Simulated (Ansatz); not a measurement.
# BiTe: the cost of one run

Method: DFT, PBE, plane-wave PAW, default files, scalar-relativistic, as far as a step names no other, in Ansatz 0.2.0.

## (1) Starting point

Symmetry: P-3m1, No. 164, trigonal system. Conventional cell: a = 4.422 Å, b = 4.422 Å, c = 24.050 Å, α = 90.00°, β = 90.00°, γ = 120.00°. Bi (site symmetry 3m) is surrounded by 6 Te at 3.09 to 3.28 Å. Bi (site symmetry 3m) is surrounded by 6 Te at 3.07 to 3.21 Å. Around Bi (site symmetry 3m) lie 3 Bi at 3.22 Å and 3 Te at 3.45 Å. Te (site symmetry 3m) is surrounded by 3 Bi at 3.09 Å. Te (site symmetry 3m) is surrounded by 6 Bi at 3.21 to 3.28 Å. Around Te (site symmetry 3m) lie 6 Bi at 3.07 to 3.45 Å.

As a file:

```
Bi Te
1.0
     4.42200    0.00000    0.00000
    -2.21100    3.82956    0.00000
     0.00000    0.00000   24.05000
Bi Te
6 6
Direct
  0.00000 0.00000 0.12520
  0.00000 0.00000 0.87480
  0.33333 0.66667 0.29220
  0.66667 0.33333 0.70780
  0.66667 0.33333 0.45930
  0.33333 0.66667 0.54070
  0.33333 0.66667 0.05300
  0.66667 0.33333 0.94700
  0.66667 0.33333 0.21110
  0.33333 0.66667 0.78890
  0.00000 0.00000 0.36310
  0.00000 0.00000 0.63690
```

The earlier run gave: no gap over 0.1 eV on the mesh, largest force 1.257 eV/Å, pressure 1.6 GPa.

Like atoms gathered into sites:

```tsv
site	atoms	first shell	V_zz (10²¹ V/m²)	η	C_Q (MHz)
Bi1	1, 2	6 Te at 3.09–3.28 Å	1.60	0.00	-19.9 (²⁰⁹Bi)
Bi3	3, 4	6 Te at 3.07–3.21 Å	2.60	0.00	-32.5 (²⁰⁹Bi)
Bi5	5, 6	3 Bi at 3.22 Å, 3 Te at 3.45 Å	12.83	0.00	-160 (²⁰⁹Bi)
Te7	7, 8	3 Bi at 3.09 Å, 3 Te at 3.61 Å	0.038	0.00	–
Te9	9, 10	6 Bi at 3.21–3.28 Å	8.18	0.00	–
Te11	11, 12	6 Bi at 3.07–3.45 Å	0.080	0.00	–
```

Conventions: |V_zz| ≥ |V_yy| ≥ |V_xx|, η = (V_xx − V_yy)/V_zz, C_Q = eQV_zz/h. Quadrupole moments are those of Pyykkö's year-2017 table. A dash under C_Q marks elements without a common quadrupolar isotope.

## (2) Z stretched by +2 %, ions relaxed

The input, input.yaml:

```yaml
crystal:
  lattice:
    - [4.4219981227, 0.0, 0.0]
    - [-2.2109990613, 3.8295627097, 0.0]
    - [0.0, 0.0, 24.531]
  atoms:
    - { symbol: Bi, position: [0.0, 0.0, 0.1247650301] }
    - { symbol: Bi, position: [0.0, 0.0, 0.8752349699] }
    - { symbol: Bi, position: [0.3333333333, 0.6666666667, 0.2916185139] }
    - { symbol: Bi, position: [0.6666666667, 0.3333333333, 0.7083814861] }
    - { symbol: Bi, position: [0.6666666667, 0.3333333333, 0.4649501255] }
    - { symbol: Bi, position: [0.3333333333, 0.6666666667, 0.5350498745] }
    - { symbol: Te, position: [0.3333333333, 0.6666666667, 0.0535933258] }
    - { symbol: Te, position: [0.6666666667, 0.3333333333, 0.9464066742] }
    - { symbol: Te, position: [0.6666666667, 0.3333333333, 0.2087189294] }
    - { symbol: Te, position: [0.3333333333, 0.6666666667, 0.7912810706] }
    - { symbol: Te, position: [0.0, 0.0, 0.3636049667] }
    - { symbol: Te, position: [0.0, 0.0, 0.6363950333] }
kpoints:
  mp_grid: { grid: [11, 11, 2] }
scf:
  occupations: { method: fermi_dirac, width: 0.05 }
hamiltonian:
  xc: pbe
  pseudopotentials: { kind: paw }
output:
  forces: true
  stress: true
  populations: true
  efg: { quadrupole_moments_barn: { Bi: -0.516 }, contact_densities: true }
relax:
  f_tol: 0.02
  max_steps: 60
```

Started as:

```console
ansatz run input.yaml --threads 4 --pin off --max-ram 8192MiB --backend cpu --events-out ev --progress --plain --runs-dir out
```

What time and memory should one allow on 4 threads of Intel Xeon Platinum 8259CL at 2.50GHz (Skylake/Cascade Lake), shared host?

About 96 s, with a peak of 2.1 GiB.
